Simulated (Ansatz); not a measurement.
# Bi (hcp type): how the settings move a relaxation

How sensitive is a relaxation of Bi (hcp type) to its settings? A reference run comes first, then one run with altered input.

Method: reference: DFT, PBEsol, PAW with Ansatz's default frozen-core files, scalar-relativistic, in Ansatz 0.2.0.

1 further run of the same task is left out (it didn't finish). Runs told in other sessions of the task aren't counted.

### Step 1. The system as given

The structure is hexagonal, space group P6_3/mmc (No. 194). Conventional cell: a = 2.730 Å, b = 2.730 Å, c = 4.670 Å, α = 90.00°, β = 90.00°, γ = 120.00°. Bi (site symmetry -6m2) is surrounded by 12 Bi at 2.73 to 2.82 Å.

Structure file:

```xyz
2
Lattice="2.7303 0.0000 0.0000 -1.3652 2.3645 0.0000 0.0000 0.0000 4.6705" Properties=species:S:1:pos:R:3 pbc="T T T"
Bi    0.0000    1.5764    1.1676
Bi    1.3652    0.7882    3.5029
```

### Step 2. The reference run

Contents of input.yaml:

```yaml
crystal:
  lattice:
    - [2.7303217465, 0.0, 0.0]
    - [-1.3651608732, 2.364527993, 0.0]
    - [0.0, 0.0, 4.6704973305]
  atoms:
    - { symbol: Bi, position: [0.3333333333, 0.6666666667, 0.25] }
    - { symbol: Bi, position: [0.6666666667, 0.3333333333, 0.75] }
kpoints:
  mp_grid: { grid: [12, 12, 7] }
scf:
  occupations: { method: fermi_dirac, width: 0.1 }
hamiltonian:
  xc: pbesol
  pseudopotentials: { kind: paw }
output:
  forces: true
  stress: true
relax:
  f_tol: 0.005
  max_steps: 30
  cell: { stress_tol: 0.53, fix: [volume] }
```

The run is started by

```sh
> ansatz run input.yaml --threads 1 --pin off --max-ram 2048MiB --backend cpu --events-out ev --progress --plain --runs-dir out
```

### Step 3. Changing settings: mp_grid.shift [0.5, 0.5, 0.5], eigensolver.kind davidson, chi_scale 0.3, basis.precision f64

input.yaml, as its differences from that of step 2:

```diff
@@ -9,5 +9,7 @@
 kpoints:
-  mp_grid: { grid: [12, 12, 7] }
+  mp_grid: { grid: [12, 12, 7], shift: [0.5, 0.5, 0.5] }
 scf:
   occupations: { method: fermi_dirac, width: 0.1 }
+  eigensolver: { kind: davidson }
+  initial_density: { chi_scale: 0.3 }
 hamiltonian:
@@ -22 +24,3 @@
   cell: { stress_tol: 0.53, fix: [volume] }
+basis:
+  precision: f64
```

**Question.** What will these runs give? Wanted: for each run, ending; energy change; pressure; gap; force.

**Answer**, as computed:

```tsv
run	ending	energy change	pressure (GPa)	gap (eV)	force (eV/Å)	cycles	time
reference	converged	0	209.0	0.00	0.00	19	11 s
1: mp_grid.shift [0.5, 0.5, 0.5], eigensolver.kind davidson, chi_scale 0.3, basis.precision f64	converged	-35.0 meV/atom	208.3	0.00	0.00	79	1.7 min
```

**Reading.** Changing the k-point mesh, solver, start and arithmetic precision moves the energy by -35.0 meV/atom, and the pressure goes from 209.0 to 208.3 GPa. Sampling errors of the energy have no fixed sign. The relaxations can also end on different shapes, since the mesh sets the symmetry kept. The other settings changed steer the path, not the converged energy, so the shift is the mesh's. Cost: 79 SCF cycles against 19, 1.7 min against 11 s. The structure is not at rest: the sound run finds 209 GPa, so these are no properties of the relaxed crystal. 
